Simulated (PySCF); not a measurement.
**C₆H₁₀O₂S: NMR shifts in solvents**

Aim: compute the NMR shifts of C₆H₁₀O₂S (`C=CCS(=O)(=O)CC=C`), and see what a dielectric continuum does where one was used.

Computed with PySCF 2.14.0, with density-fitted response routines of our own, on a single molecule, in the gas phase or a continuum. Atoms are numbered from 0 throughout.

## 1. Starting geometry

19 atoms, charge 0, multiplicity 1; geometry from: GFN2-xTB. The atoms were then displaced at random by about 0.01 Å, so the start is not that level's minimum.

Bonds of the start (Å): C0–C1 1.32, C1–C2 1.47, C2–S3 1.89, S3–O4 1.42, S3–O5 1.45, S3–C6 1.84, C6–C7 1.49, C7–C8 1.31, C0–H9 1.06, C0–H10 1.11, C1–H11 1.07, C2–H12 1.08, C2–H13 1.10, C6–H14 1.09, C6–H15 1.10, C7–H16 1.09, C8–H17 1.07, C8–H18 1.07.

## 2. Optimising the geometry at PBE0-D3(BJ)/def2-SVP

Job settings and geometry (Å):

```
{"job": {"xc": "PBE0", "basis": "def2-SVP", "d3": "d3bj", "grid": 1, "shake": 0.01, "kind": "geom"}, "charge": 0, "multiplicity": 1}
C     -2.696580    -0.494200     1.128090
C     -2.254760    -0.547220    -0.113430
C     -1.161710    -1.426470    -0.539490
S      0.354650    -0.377830    -0.949480
O      1.418530    -1.264560    -1.243880
O     -0.067180     0.569840    -1.958450
C      0.691860     0.530690     0.609260
C      1.857090     1.412840     0.318870
C      3.064230     1.185240     0.785160
H     -2.339370    -1.099580     1.923060
H     -3.519290     0.203540     1.401540
H     -2.635490     0.094550    -0.885280
H     -1.386030    -1.950530    -1.460990
H     -0.828670    -2.108040     0.250190
H      0.892850    -0.229500     1.362650
H     -0.225830     1.098940     0.842590
H      1.635290     2.247250    -0.339800
H      3.280860     0.352590     1.417050
H      3.888820     1.809520     0.503430
```

Command:

```console
> OMP_NUM_THREADS=1 python probes_run.py task.json out
```

One launch serves the whole session: the jobs run in the order shown.

Output:

```text
step   0  E = -782.19816185  max force = 0.059277
step   1  E = -782.20804721  max force = 0.014640
step   2  E = -782.20852859  max force = 0.006742
step   3  E = -782.20856814  max force = 0.003842
step   4  E = -782.20874411  max force = 0.001452
step   5  E = -782.20879559  max force = 0.000689
step   6  E = -782.20884575  max force = 0.001349
step   7  E = -782.20886640  max force = 0.001743
step   8  E = -782.20887471  max force = 0.000801
step   9  E = -782.20888759  max force = 0.000448
optimisation converged
```

Run time: 2.8 min. Hardware: 1 thread of Arm Neoverse V1, shared host; peak memory 0.83 GiB.

Along the way:

| step | energy from step 0 (eV) | largest force component (eV/Å) |
| --- | --- | --- |
| 0 | 0.0000 | 3.0481 |
| 1 | -0.2690 | 0.7528 |
| 2 | -0.2821 | 0.3467 |
| 3 | -0.2832 | 0.1976 |
| 4 | -0.2880 | 0.0747 |
| 5 | -0.2894 | 0.0354 |
| 6 | -0.2907 | 0.0694 |
| 7 | -0.2913 | 0.0896 |
| 8 | -0.2915 | 0.0412 |
| 9 | -0.2919 | 0.0230 |

Close pairs (by a distance rule), those that changed most:

| bond | before (Å) | after (Å) | change (Å) |
| --- | --- | --- | --- |
| C2–S3 | 1.889 | 1.810 | -0.079 |
| S3–O4 | 1.416 | 1.459 | +0.043 |
| C0–H9 | 1.061 | 1.095 | +0.034 |
| C8–H17 | 1.067 | 1.094 | +0.027 |
| S3–C6 | 1.835 | 1.811 | -0.025 |
| C1–H11 | 1.074 | 1.095 | +0.022 |
| C1–C2 | 1.466 | 1.487 | +0.021 |
| C8–H18 | 1.072 | 1.093 | +0.021 |

The final coordinates are the input of the step that follows.

| at the end point | value |
| --- | --- |
| point group (found at 0.08 Å tolerance) | C1 |
| rotational constants (GHz, main isotopes) | 2.234, 0.919, 0.787 |
| dipole moment (D) | 4.30 |

## 3. NMR shieldings: PBE0/pcSseg-1 in chloroform

Job settings and geometry (Å):

```
{"job": {"kind": "nmr", "xc": "PBE0", "basis": "pcSseg-1", "solvent": "chloroform", "pop": true}, "charge": 0, "multiplicity": 1}
C     -2.879256    -0.362430     1.214609
C     -2.321002    -0.438246     0.004887
C     -1.207074    -1.357954    -0.347780
S      0.265273    -0.470975    -0.914450
O      1.256273    -1.470590    -1.297728
O     -0.182270     0.542658    -1.869444
C      0.856843     0.391918     0.563632
C      1.922209     1.356227     0.172808
C      3.203063     1.222706     0.516212
H     -2.552509    -1.000219     2.042300
H     -3.695121     0.335508     1.417579
H     -2.663628     0.214646    -0.804813
H     -1.432391    -1.978575    -1.231042
H     -0.893933    -2.019509     0.473213
H      1.218258    -0.384776     1.252613
H     -0.028425     0.893066     0.986697
H      1.599965     2.195451    -0.451909
H      3.543909     0.378782     1.123695
H      3.954831     1.949918     0.199955
```

With the program's defaults for keys left out, this is: GIAO PBE0/pcSseg-1 NMR shielding, non-relativistic, IEF-PCM chloroform.

Output:

```text
coarse grid: 16512 points
cycle   1  E = -782.2367119868  dE =  1.680e+00  |g| = 1.142e+00  |ddm| = 4.065e+00
cycle   2  E = -781.6878393748  dE =  5.489e-01  |g| = 2.068e+00  |ddm| = 2.608e+00
cycle   3  E = -782.4714496687  dE = -7.836e-01  |g| = 1.707e-01  |ddm| = 1.860e+00
cycle   4  E = -782.4778771519  dE = -6.427e-03  |g| = 6.628e-02  |ddm| = 1.939e-01
cycle   5  E = -782.4788657178  dE = -9.886e-04  |g| = 2.308e-02  |ddm| = 5.966e-02
cycle   6  E = -782.4789912965  dE = -1.256e-04  |g| = 4.406e-03  |ddm| = 1.810e-02
cycle   7  E = -782.4789955820  dE = -4.285e-06  |g| = 1.587e-03  |ddm| = 4.777e-03
final grid: 155136 points
cycle   8  E = -782.5568427675  dE = -2.595e-05  |g| = 1.294e-02  |ddm| = 3.155e-02
cycle   9  E = -782.5568080566  dE =  3.471e-05  |g| = 1.855e-02  |ddm| = 2.668e-02
cycle  10  E = -782.5568784520  dE = -7.040e-05  |g| = 2.719e-03  |ddm| = 1.634e-02
cycle  11  E = -782.5568798785  dE = -1.426e-06  |g| = 1.884e-04  |ddm| = 2.136e-03
cycle  12  E = -782.5568798821  dE = -3.672e-09  |g| = 1.473e-04  |ddm| = 2.570e-04
cycle  13  E = -782.5568798868  dE = -4.657e-09  |g| = 3.303e-05  |ddm| = 1.236e-04
cycle  14  E = -782.5568798870  dE = -1.965e-10  |g| = 1.124e-05  |ddm| = 3.448e-05
converged SCF energy = -782.5568798870

GIAO shielding tensors (ppm)
atom      isotropic    diamagn.    paramagn.     s11        s22        s33       span
  0 C       51.556     254.387    -202.831    -64.899     61.995    157.572    222.472
  1 C       46.708     258.421    -211.713    -74.305     54.254    160.175    234.480
  2 C      119.748     257.868    -138.120     88.445    114.379    156.421     67.976
  3 S      182.931    1055.245    -872.314     29.905    187.505    331.383    301.478
  4 O      126.022     401.837    -275.815     67.881     86.549    223.637    155.756
  5 O      136.000     403.932    -267.931     67.613    116.322    224.067    156.454
  6 C      124.981     259.293    -134.312     98.673    122.039    154.230     55.557
  7 C       51.804     255.785    -203.981    -69.894     61.004    164.301    234.194
  8 C       48.911     253.209    -204.298    -69.827     61.133    155.425    225.252
  9 H       25.454      30.652      -5.197     21.705     25.009     29.649      7.944
 10 H       25.374      28.112      -2.738     22.502     24.549     29.071      6.569
 11 H       24.996      31.595      -6.599     22.056     24.550     28.381      6.325
 12 H       27.429      29.802      -2.373     24.474     27.048     30.766      6.292
 13 H       27.708      33.277      -5.569     24.811     27.483     30.830      6.019
 14 H       28.253      34.990      -6.737     24.991     28.097     31.670      6.679
 15 H       27.130      34.825      -7.695     22.930     28.261     30.198      7.268
 16 H       25.009      30.871      -5.862     22.051     24.464     28.514      6.463
 17 H       25.360      30.362      -5.003     21.352     24.873     29.855      8.503
 18 H       25.254      26.944      -1.690     22.177     24.427     29.159      6.982
```

It took 37 s on 1 thread of Arm Neoverse V1, shared host; peak memory 1.1 GiB.

The references, computed at this level on geometries of the same kind, shield at (ppm): ¹H TMS 31.25, ¹³C TMS 185.2, ¹⁷O H2O 341.0, ³³S CS2 495. Their shielding less the atom's gives the shift. The references are single molecules in the same continuum, so shifts against H2O, NH3, PH3, H3PO4 or CFCl3 are not on the usual liquid scales and can be off by tens of ppm. Atoms listed in one row are averaged.

| atoms | environment | σ (ppm) | δ (ppm) |
| --- | --- | --- | --- |
| C1, C7 | alkene CH | 49.3 | 135.9 |
| C0, C8 | terminal =CH2 carbon | 50.2 | 134.9 |
| C2, C6 | allylic sp3 CH2 bonded to S | 122.4 | 62.8 |
| H11, H16 | hydrogen on an alkene CH | 25.00 | 6.24 |
| H10, H18 | hydrogen on a terminal =CH2 carbon | 25.31 | 5.93 |
| H9, H17 | hydrogen on a terminal =CH2 carbon | 25.41 | 5.84 |
| H12, H13, H14, H15 | hydrogen on an allylic sp3 CH2 bonded to S | 27.63 | 3.62 |
| S3 | sulfone sulfur | 183 | 312 |
| O4, O5 | S=O oxygen | 131.0 | 210.0 |

Charges from the same density, by scheme (e):

| atoms | Mulliken | IAO | Hirshfeld | ESP fit |
| --- | --- | --- | --- | --- |
| C0, C8 | -0.15 | -0.30 | -0.08 | -0.49 |
| C1, C7 | -0.26 | -0.15 | -0.04 | 0.00 |
| C2, C6 | -0.29 | -0.46 | -0.07 | -0.40 |
| S3 | 0.95 | 1.95 | 0.51 | 1.01 |
| O4, O5 | -0.58 | -0.91 | -0.35 | -0.56 |

Mayer bond orders: C0–C1 1.95, C1–C2 1.01, C2–S3 0.88, S3–O4 1.68, S3–O5 1.65, S3–C6 0.84, C6–C7 1.03, C7–C8 1.97.

## 4. NMR shieldings: PBE0/pcSseg-1 in dichloromethane

Settings changed since step 3:

```diff
@@ -1,2 +1,2 @@
-{"job": {"kind": "nmr", "xc": "PBE0", "basis": "pcSseg-1", "solvent": "chloroform", "pop": true}, "charge": 0, "multiplicity": 1}
+{"job": {"kind": "nmr", "xc": "PBE0", "basis": "pcSseg-1", "solvent": "dichloromethane", "pop": false}, "charge": 0, "multiplicity": 1}
 C     -2.879256    -0.362430     1.214609
```

With the program's defaults for keys left out, this is: GIAO PBE0/pcSseg-1 NMR shielding, non-relativistic, IEF-PCM dichloromethane.

Output:

```text
coarse grid: 16512 points
cycle   1  E = -782.2414678197  dE =  1.675e+00  |g| = 1.139e+00  |ddm| = 4.065e+00
cycle   2  E = -781.7144029918  dE =  5.271e-01  |g| = 2.038e+00  |ddm| = 2.551e+00
cycle   3  E = -782.4744423278  dE = -7.600e-01  |g| = 1.664e-01  |ddm| = 1.811e+00
cycle   4  E = -782.4805505782  dE = -6.108e-03  |g| = 6.406e-02  |ddm| = 1.867e-01
cycle   5  E = -782.4814781792  dE = -9.276e-04  |g| = 2.186e-02  |ddm| = 5.716e-02
cycle   6  E = -782.4815907862  dE = -1.126e-04  |g| = 4.165e-03  |ddm| = 1.709e-02
cycle   7  E = -782.4815946624  dE = -3.876e-06  |g| = 1.454e-03  |ddm| = 4.422e-03
final grid: 155136 points
cycle   8  E = -782.5594347590  dE = -2.643e-05  |g| = 1.283e-02  |ddm| = 3.150e-02
cycle   9  E = -782.5594023158  dE =  3.244e-05  |g| = 1.818e-02  |ddm| = 2.613e-02
cycle  10  E = -782.5594699580  dE = -6.764e-05  |g| = 2.639e-03  |ddm| = 1.585e-02
cycle  11  E = -782.5594712994  dE = -1.341e-06  |g| = 1.754e-04  |ddm| = 2.058e-03
cycle  12  E = -782.5594713026  dE = -3.170e-09  |g| = 1.362e-04  |ddm| = 2.353e-04
cycle  13  E = -782.5594713068  dE = -4.157e-09  |g| = 3.087e-05  |ddm| = 1.134e-04
cycle  14  E = -782.5594713070  dE = -1.905e-10  |g| = 9.474e-06  |ddm| = 3.070e-05
converged SCF energy = -782.5594713070

GIAO shielding tensors (ppm)
atom      isotropic    diamagn.    paramagn.     s11        s22        s33       span
  0 C       50.983     254.320    -203.337    -65.714     60.730    157.932    223.646
  1 C       47.086     258.464    -211.379    -73.817     54.981    160.094    233.911
  2 C      119.823     257.836    -138.013     88.380    114.410    156.679     68.299
  3 S      181.629    1055.316    -873.687     30.647    188.143    326.098    295.452
  4 O      129.075     402.053    -272.977     70.681     89.170    227.375    156.694
  5 O      138.675     404.140    -265.464     70.055    118.333    227.638    157.584
  6 C      124.882     259.201    -134.319     98.574    121.700    154.371     55.796
  7 C       51.697     255.941    -204.244    -70.018     60.744    164.366    234.384
  8 C       48.762     253.241    -204.479    -69.995     60.550    155.732    225.727
  9 H       25.391      30.582      -5.191     21.640     24.937     29.595      7.955
 10 H       25.333      28.079      -2.747     22.447     24.528     29.024      6.577
 11 H       25.015      31.621      -6.606     22.074     24.566     28.406      6.331
 12 H       27.405      29.745      -2.341     24.421     27.018     30.774      6.353
 13 H       27.620      33.165      -5.545     24.696     27.376     30.788      6.092
 14 H       28.162      34.896      -6.734     24.870     27.998     31.618      6.748
 15 H       27.082      34.755      -7.673     22.864     28.222     30.159      7.295
 16 H       25.005      30.912      -5.907     22.042     24.461     28.513      6.471
 17 H       25.320      30.317      -4.997     21.327     24.824     29.810      8.483
 18 H       25.230      26.934      -1.704     22.152     24.407     29.131      6.979
```

Run time: 35 s. Hardware: 1 thread of Arm Neoverse V1, shared host; peak memory 1.2 GiB.

In short: δ C1 135.9, C0 135.4, C2 63.0, S3 314, H11 6.23, H10 5.96 ppm (means over like atoms).

## 5. Nuclear shieldings: WP04/pcSseg-1 in chloroform

Settings changed since step 4:

```diff
@@ -1,2 +1,2 @@
-{"job": {"kind": "nmr", "xc": "PBE0", "basis": "pcSseg-1", "solvent": "dichloromethane", "pop": false}, "charge": 0, "multiplicity": 1}
+{"job": {"kind": "nmr", "xc": "WP04", "basis": "pcSseg-1", "solvent": "chloroform", "pop": false}, "charge": 0, "multiplicity": 1}
 C     -2.879256    -0.362430     1.214609
```

With the program's defaults for keys left out, this is: GIAO WP04/pcSseg-1 NMR shielding, non-relativistic, IEF-PCM chloroform.

Output:

```text
coarse grid: 16512 points
cycle   1  E = -795.2856922613  dE =  1.608e+00  |g| = 1.573e+00  |ddm| = 4.170e+00
cycle   2  E = -793.9000781782  dE =  1.386e+00  |g| = 3.067e+00  |ddm| = 3.741e+00
cycle   3  E = -795.6942612745  dE = -1.794e+00  |g| = 4.050e-01  |ddm| = 3.037e+00
cycle   4  E = -795.7302297303  dE = -3.597e-02  |g| = 1.508e-01  |ddm| = 4.492e-01
cycle   5  E = -795.7348725323  dE = -4.643e-03  |g| = 7.059e-02  |ddm| = 1.422e-01
cycle   6  E = -795.7360493036  dE = -1.177e-03  |g| = 1.472e-02  |ddm| = 5.500e-02
cycle   7  E = -795.7360979431  dE = -4.864e-05  |g| = 4.555e-03  |ddm| = 1.434e-02
cycle   8  E = -795.7361021405  dE = -4.197e-06  |g| = 1.431e-03  |ddm| = 4.736e-03
final grid: 155136 points
cycle   9  E = -795.8469580502  dE = -5.103e-05  |g| = 1.152e-02  |ddm| = 3.593e-02
cycle  10  E = -795.8469078891  dE =  5.016e-05  |g| = 1.949e-02  |ddm| = 2.370e-02
cycle  11  E = -795.8469864116  dE = -7.852e-05  |g| = 3.280e-03  |ddm| = 1.623e-02
cycle  12  E = -795.8469885414  dE = -2.130e-06  |g| = 3.725e-04  |ddm| = 2.422e-03
cycle  13  E = -795.8469885545  dE = -1.311e-08  |g| = 2.971e-04  |ddm| = 5.276e-04
cycle  14  E = -795.8469885724  dE = -1.790e-08  |g| = 6.642e-05  |ddm| = 2.362e-04
cycle  15  E = -795.8469885732  dE = -8.185e-10  |g| = 1.850e-05  |ddm| = 6.733e-05
converged SCF energy = -795.8469885732

GIAO shielding tensors (ppm)
atom      isotropic    diamagn.    paramagn.     s11        s22        s33       span
  0 C       41.595     255.211    -213.615    -74.763     52.607    146.941    221.704
  1 C       36.878     258.816    -221.938    -82.615     45.586    147.664    230.279
  2 C      107.034     258.955    -151.921     74.364    101.516    145.220     70.856
  3 S      148.969    1059.848    -910.879     -6.978    153.681    300.204    307.181
  4 O      122.375     404.377    -282.002     72.761     84.492    209.872    137.110
  5 O      131.149     406.927    -275.778     73.817    108.181    211.449    137.633
  6 C      111.446     261.029    -149.583     84.488    106.718    143.134     58.646
  7 C       41.100     256.491    -215.392    -78.945     51.352    150.892    229.837
  8 C       39.174     253.683    -214.509    -79.317     51.832    145.008    224.324
  9 H       26.067      31.566      -5.499     22.499     25.562     30.139      7.640
 10 H       25.967      28.245      -2.278     23.270     25.208     29.422      6.152
 11 H       25.613      32.333      -6.719     22.832     24.981     29.027      6.194
 12 H       27.762      29.338      -1.576     24.962     27.462     30.863      5.901
 13 H       28.035      34.130      -6.095     25.281     27.873     30.951      5.670
 14 H       28.482      36.081      -7.600     25.395     28.447     31.603      6.208
 15 H       27.539      36.542      -9.004     23.573     28.754     30.289      6.716
 16 H       25.627      31.774      -6.147     22.836     24.883     29.160      6.324
 17 H       25.976      31.156      -5.180     22.186     25.400     30.342      8.156
 18 H       25.856      26.826      -0.970     23.010     25.076     29.482      6.472
```

Wall time 36 s (1 thread of Arm Neoverse V1, shared host); peak memory 1.2 GiB.

Key values: δ C1 134.1, C0 132.7, C2 63.9, S3 313, H11 5.93, H10 5.64 ppm (means over like atoms).

## 6. NMR shieldings: wB97X-D/pcSseg-1 in chloroform

Settings changed since step 5:

```diff
@@ -1,2 +1,2 @@
-{"job": {"kind": "nmr", "xc": "WP04", "basis": "pcSseg-1", "solvent": "chloroform", "pop": false}, "charge": 0, "multiplicity": 1}
+{"job": {"kind": "nmr", "xc": "wB97X-D", "basis": "pcSseg-1", "solvent": "chloroform", "pop": false}, "charge": 0, "multiplicity": 1}
 C     -2.879256    -0.362430     1.214609
```

Method: GIAO wB97X-D/pcSseg-1 NMR shielding, non-relativistic, IEF-PCM chloroform.

Output:

```text
coarse grid: 16512 points
cycle   1  E = -782.6494782236  dE =  1.980e+00  |g| = 1.203e+00  |ddm| = 4.019e+00
cycle   2  E = -782.4011281712  dE =  2.484e-01  |g| = 1.733e+00  |ddm| = 2.166e+00
cycle   3  E = -782.9229882806  dE = -5.219e-01  |g| = 6.492e-02  |ddm| = 1.272e+00
cycle   4  E = -782.9239348285  dE = -9.465e-04  |g| = 3.492e-02  |ddm| = 8.961e-02
cycle   5  E = -782.9242389688  dE = -3.041e-04  |g| = 7.662e-03  |ddm| = 3.388e-02
cycle   6  E = -782.9242539968  dE = -1.503e-05  |g| = 3.265e-03  |ddm| = 9.429e-03
cycle   7  E = -782.9242565314  dE = -2.535e-06  |g| = 1.047e-03  |ddm| = 3.518e-03
final grid: 155136 points
cycle   8  E = -783.0049198379  dE = -1.788e-04  |g| = 5.114e-03  |ddm| = 4.204e-02
cycle   9  E = -783.0049210544  dE = -1.217e-06  |g| = 5.350e-03  |ddm| = 1.017e-02
cycle  10  E = -783.0049262678  dE = -5.213e-06  |g| = 9.603e-04  |ddm| = 4.034e-03
cycle  11  E = -783.0049264212  dE = -1.535e-07  |g| = 3.340e-04  |ddm| = 1.137e-03
cycle  12  E = -783.0049264484  dE = -2.718e-08  |g| = 8.148e-05  |ddm| = 4.557e-04
cycle  13  E = -783.0049264499  dE = -1.447e-09  |g| = 4.078e-05  |ddm| = 1.129e-04
cycle  14  E = -783.0049264502  dE = -3.652e-10  |g| = 1.090e-05  |ddm| = 4.628e-05
converged SCF energy = -783.0049264502

GIAO shielding tensors (ppm)
atom      isotropic    diamagn.    paramagn.     s11        s22        s33       span
  0 C       50.642     254.611    -203.969    -68.648     62.670    157.903    226.551
  1 C       46.415     258.796    -212.381    -77.561     55.902    160.904    238.466
  2 C      120.301     258.060    -137.759     89.481    114.388    157.035     67.554
  3 S      177.905    1055.639    -877.734     25.062    184.043    324.610    299.549
  4 O      132.110     402.532    -270.422     73.238     91.997    231.095    157.857
  5 O      141.339     404.749    -263.410     73.320    120.191    230.506    157.185
  6 C      125.302     259.657    -134.355     99.162    121.694    155.049     55.887
  7 C       51.630     256.216    -204.586    -73.068     62.936    165.023    238.090
  8 C       48.120     253.436    -205.315    -73.286     61.829    155.819    229.105
  9 H       25.547      30.846      -5.300     21.730     25.103     29.807      8.077
 10 H       25.473      28.235      -2.761     22.544     24.660     29.216      6.672
 11 H       25.134      31.707      -6.573     22.197     24.687     28.519      6.322
 12 H       27.599      29.870      -2.270     24.664     27.166     30.969      6.305
 13 H       27.876      33.508      -5.632     24.948     27.670     31.011      6.063
 14 H       28.404      35.251      -6.847     25.128     28.261     31.823      6.695
 15 H       27.356      35.270      -7.914     23.203     28.446     30.419      7.216
 16 H       25.145      30.999      -5.854     22.187     24.618     28.632      6.445
 17 H       25.458      30.495      -5.038     21.388     24.958     30.026      8.638
 18 H       25.363      27.013      -1.650     22.240     24.544     29.306      7.065
```

Run time: 48 s. Hardware: 1 thread of Arm Neoverse V1, shared host; peak memory 1.2 GiB.

Key values: δ C1 136.3, C0 135.9, C2 62.5, S3 316, H11 6.22, H10 5.94 ppm (means over like atoms).

## 7. Run by run: NMR shifts

Shifts (ppm) of some atoms, chosen among heavy atoms and hydrogens apart, means over like atoms, with basis size and wall time:

| run | C1 | C0 | C2 | H10 | H9 | S3 | O4 | functions | time |
| --- | --- | --- | --- | --- | --- | --- | --- | --- | --- |
| PBE0/pcSseg-1 in chloroform | 135.9 | 134.9 | 62.8 | 5.93 | 5.84 | 312 | 210.0 | 210 | 37 s |
| PBE0/pcSseg-1 in dichloromethane | 135.9 | 135.4 | 63.0 | 5.96 | 5.89 | 314 | 208.2 | 210 | 35 s |
| WP04/pcSseg-1 in chloroform | 134.1 | 132.7 | 63.9 | 5.64 | 5.53 | 313 | 198.1 | 210 | 36 s |
| wB97X-D/pcSseg-1 in chloroform | 136.3 | 135.9 | 62.5 | 5.94 | 5.86 | 316 | 202.9 | 210 | 48 s |

## 8. What came out

| quantity | value |
| --- | --- |
| point group | C1 |
| rotational constants (main isotopes) | 2.23, 0.92, 0.79 GHz |
| ¹³C shifts against TMS (PBE0/pcSseg-1, chloroform, means over atoms taken as alike) | 135.9, 134.9, 62.8 ppm |
| ¹H shifts against TMS (PBE0/pcSseg-1, chloroform, means over atoms taken as alike) | 6.24, 5.93, 5.84, 3.62 ppm |
| ³³S shifts against CS2 (PBE0/pcSseg-1, chloroform) | 312 ppm |
| ¹⁷O shifts against H2O (PBE0/pcSseg-1, chloroform, means over atoms taken as alike) | 210.0 ppm |
| range of the shift of O4 (PBE0/pcSseg-1 runs) | 208.2 to 210.0 ppm |

What this shows: The optimisation took 9 steps and gained 0.292 eV; among the close pairs (by a distance rule), C2–S3 changed most, from 1.889 to 1.810 Å. C1, C7 (mean) (alkene CH) lies farthest downfield among carbon, at 135.9 ppm; an sp2 carbon of a C=C bond. H11, H16 (mean) (hydrogen on an alkene CH) lies farthest downfield among hydrogen, at 6.24 ppm; a vinylic proton, deshielded by the sp2 carbon and the C=C anisotropy. At PBE0/pcSseg-1: Shielding is most anisotropic at S3 (span 301 ppm, paramagnetic term -872 ppm). At one level, PBE0/pcSseg-1: In ppm, O4 (with its like atoms) moves most: its shift spreads over 1.8 ppm, from 208.2 (PBE0/pcSseg-1 in dichloromethane) to 210.0 (PBE0/pcSseg-1 in chloroform).
